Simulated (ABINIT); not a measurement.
PmS:

```xyz
2
Lattice="3.7551 0.0000 0.0000 -1.8776 3.2520 0.0000 0.0000 0.0000 3.6648" Properties=species:S:1:pos:R:3 pbc="T T T"
Pm    0.0000    0.0000    0.0000
S     1.8776    1.0840    1.8324
```

The cell comes from a database or a generator and needn't be the stable form of this composition.

Base run:

```yaml
Program: ABINIT 10.8.3 (patched build)
Functional: PBE
Potentials_or_basis: JTH PAW PBE v2.0
Cutoff: 544 eV
k_mesh: 6 × 6 × 5
Occupations: gaussian, width 0.05 eV
Spin: collinear spin, ferromagnetic start
Starting_moments: "[4.0, 0.0] μB"
Hubbard_terms: Pm f U = 5 eV, J = 0.9 eV
```

Its results: pressure 7.2 GPa; site moments Pm +4.37; S -0.03 μB.

Q: The run is repeated on the same cell with these changes: hubbard terms from Pm f U = 5 eV, J = 0.9 eV to Pm f U = 5 eV; fixed moment from none to 2 μB. What comes out?

A: Pressure 9.2 GPa; site moments Pm +1.69; S -0.01 μB.

Caveats: the magnetic or orbital state may not be the lowest; the moment is held away from its start (some runs); the total moment is fixed, so each spin has its own Fermi level (some runs).
